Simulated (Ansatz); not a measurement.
**Ge₆H₁₂: geometry optimisation**

Aim: relax Ge₆H₁₂ from a cheap starting geometry.

Computed with Ansatz 0.2.0, Gaussian basis. Level: RKS PBE0-D4/def2-TZVP.

The runs, in order: relaxation at PBE0-D4/def2-TZVP.

1 further run of the same task is left out (set aside as unsound or not needed).

## 1. Where the work starts

SMILES `[GeH2]1[GeH2][GeH2][GeH2][GeH2][GeH2]1`, 18 atoms, charge 0, spin multiplicity 1.

Atoms are counted from 1 here; the program's logs count them from 0.

Bond lengths: Ge1–Ge2 2.406 Å, Ge1–Ge6 2.404 Å, Ge1–H7 1.519 Å, Ge1–H8 1.514 Å, Ge2–Ge3 2.405 Å, Ge2–H9 1.515 Å, Ge2–H10 1.515 Å, Ge3–Ge4 2.404 Å, Ge3–H11 1.514 Å, Ge3–H12 1.519 Å, Ge4–Ge5 2.406 Å, Ge4–H13 1.519 Å, Ge4–H14 1.515 Å, Ge5–Ge6 2.406 Å, Ge5–H15 1.515 Å, Ge5–H16 1.515 Å, Ge6–H17 1.519 Å, Ge6–H18 1.515 Å. Angles: Ge2–Ge1–Ge6 111.2°, Ge2–Ge1–H7 108.1°, Ge2–Ge1–H8 113.7°, Ge6–Ge1–H7 107.8°, Ge6–Ge1–H8 113.6°, H7–Ge1–H8 101.8°, Ge1–Ge2–Ge3 109.1°, Ge1–Ge2–H9 111.3°, Ge1–Ge2–H10 111.2°, Ge3–Ge2–H9 111.2°, Ge3–Ge2–H10 111.4°, H9–Ge2–H10 102.6°, Ge2–Ge3–Ge4 111.2°, Ge2–Ge3–H11 113.7°, Ge2–Ge3–H12 108.1°, Ge4–Ge3–H11 113.6°, Ge4–Ge3–H12 107.7°, H11–Ge3–H12 101.8° and more.

The start is a GFN2-xTB geometry.

## 2. Optimising with PBE0-D4/def2-TZVP

in.yaml

```yaml
crystal:
  periodic: [false, false, false]
  atoms:
    - {symbol: Ge, position_ang: [0.625680, 2.119050, 0.106040]}
    - {symbol: Ge, position_ang: [2.327640, 0.461990, 0.489610]}
    - {symbol: Ge, position_ang: [1.346780, -1.726640, 0.311040]}
    - {symbol: Ge, position_ang: [-0.450980, -1.744160, -1.284450]}
    - {symbol: Ge, position_ang: [-2.326660, -0.464070, -0.489870]}
    - {symbol: Ge, position_ang: [-1.521820, 1.352630, 0.867020]}
    - {symbol: H, position_ang: [0.530570, 2.358880, -1.391360]}
    - {symbol: H, position_ang: [0.992510, 3.496570, 0.616940]}
    - {symbol: H, position_ang: [2.991380, 0.657320, 1.837050]}
    - {symbol: H, position_ang: [3.483330, 0.629950, -0.475180]}
    - {symbol: H, position_ang: [2.359540, -2.831620, 0.094950]}
    - {symbol: H, position_ang: [0.766950, -2.097040, 1.665510]}
    - {symbol: H, position_ang: [0.055940, -1.094030, -2.560720]}
    - {symbol: H, position_ang: [-0.821470, -3.130230, -1.769750]}
    - {symbol: H, position_ang: [-3.173510, 0.040610, -1.639890]}
    - {symbol: H, position_ang: [-3.299090, -1.333700, 0.280100]}
    - {symbol: H, position_ang: [-1.354670, 0.839180, 2.287110]}
    - {symbol: H, position_ang: [-2.532110, 2.465310, 1.055850]}
basis:
  gaussian: {orbitals: def2-TZVP}
hamiltonian: {xc: pbe0, dispersion: d4}
relax: {f_tol: 0.005, max_steps: 150}
```

**Question.** What will the summary of the whole plan be? Wanted: point group; shift from the start; total energy; dispersion term; dipole moment.

As calculated:

| quantity | value |
| --- | --- |
| point group | D2 |
| steps | 4 |
| shift from the start (rms) | 0.075 Å |
| total energy | -339264.7913 eV |
| dispersion term | -589 meV |
| dipole moment | 0.00 D |

**Reading.** The atoms moved 0.07 Å (rms) from the start; the bond that changed most is Ge2–Ge3, from 2.405 to 2.431 Å. No vibrations were run, so it is not proven to be a minimum.
